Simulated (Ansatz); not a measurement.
# Cl3FHHfO: the cost of one run

Method: UKS PBE/def2-SVP, in Ansatz 0.2.0.

1 further run of the same task is left out (it didn't finish).

### Step 1. The system as given

Bond lengths: Hf1–Cl2 2.770 Å, Hf1–F3 1.980 Å, Hf1–Cl4 2.518 Å, Hf1–Cl5 2.518 Å, Cl2–O6 1.890 Å, O6–H7 1.010 Å. Angles: Hf1–Cl2–O6 180.0°, Cl2–Hf1–F3 109.4°, Cl2–Hf1–Cl4 109.5°, Cl2–Hf1–Cl5 109.5°, F3–Hf1–Cl4 109.5°, F3–Hf1–Cl5 109.5°, Cl4–Hf1–Cl5 109.5°, Cl2–O6–H7 109.5°.

As a file:

```xyz
7

Hf    0.0000    0.0000    0.0000
Cl    0.0000    0.0000    2.7700
F     1.8671    0.0000   -0.6593
Cl   -1.1869    2.0563   -0.8392
Cl   -1.1869   -2.0563   -0.8392
O     0.0000    0.0000    4.6600
H    -0.5144   -0.8011    4.9971
```

### Step 2. A restrained relaxation towards end A

Springs on the bonds that form and break draw the guess towards this end; the thresholds are loose.

The input, input.yaml:

```yaml
crystal:
  periodic: [false, false, false]
  atoms:
    - { symbol: Hf, position_ang: [0.0, 0.0, 0.0] }
    - { symbol: Cl, position_ang: [0.0, 0.0, 2.77] }
    - { symbol: F, position_ang: [1.8671, 0.0, -0.6593] }
    - { symbol: Cl, position_ang: [-1.1869, 2.0563, -0.8392] }
    - { symbol: Cl, position_ang: [-1.1869, -2.0563, -0.8392] }
    - { symbol: O, position_ang: [0.0, 0.0, 4.66] }
    - { symbol: H, position_ang: [-0.5144, -0.8011, 4.9971] }
magnetization:
  spin_polarized: true
  initial_magnetization: 1
basis:
  gaussian: { orbitals: def2-SVP }
hamiltonian:
  xc: pbe
relax:
  f_tol: 0.15
  max_steps: 25
  restrain:
    - { distance: [1, 5], at: 2.79, k: 30.0 }
    - { distance: [0, 1], at: 2.52, k: 30.0 }
```

The run is started by

```sh
$ ansatz run input.yaml --threads 4 --pin off --max-ram 5120MiB --backend cpu --events-out ev --progress --plain --runs-dir out
```

Q: Estimate wall time and peak memory on 4 threads of Arm Neoverse N1, shared host.

About 68 s, with a peak of 0.32 GiB.
